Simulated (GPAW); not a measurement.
Crystal: CuI.

```
Cu I
1.0
     0.00000    3.03150    3.03150
     3.03150    0.00000    3.03150
     3.03150    3.03150    0.00000
Cu I
1 1
Direct
  0.75000 0.75000 0.75000
  0.00000 0.00000 0.00000
```

Base run:

- Program: GPAW 26.7.0
- Functional: LDA
- Potentials or basis: the program's PAW data sets (release 1.2.1) made for this functional
- Cutoff: 600 eV
- Basis: pw
- k mesh: 7 × 7 × 7
- Occupations: fermi-dirac, width 0.05 eV
- Spin: no spin polarisation

Its results: band gap on the k mesh 0.96 eV, direct.

Problem. The run is repeated on the same cell with these changes: functional from LDA to TB-mBJ; potentials or basis from the program's PAW data sets (release 1.2.1) made for this functional to GPAW PAW data sets for LDA (gpaw-data 1.2.1). What comes out?

Solution. Band gap on the k mesh 2.18 eV, direct.

Caveats: spin-orbit coupling is left out, which moves the levels of the heavy elements; a model potential gives levels but no total energy (some runs).
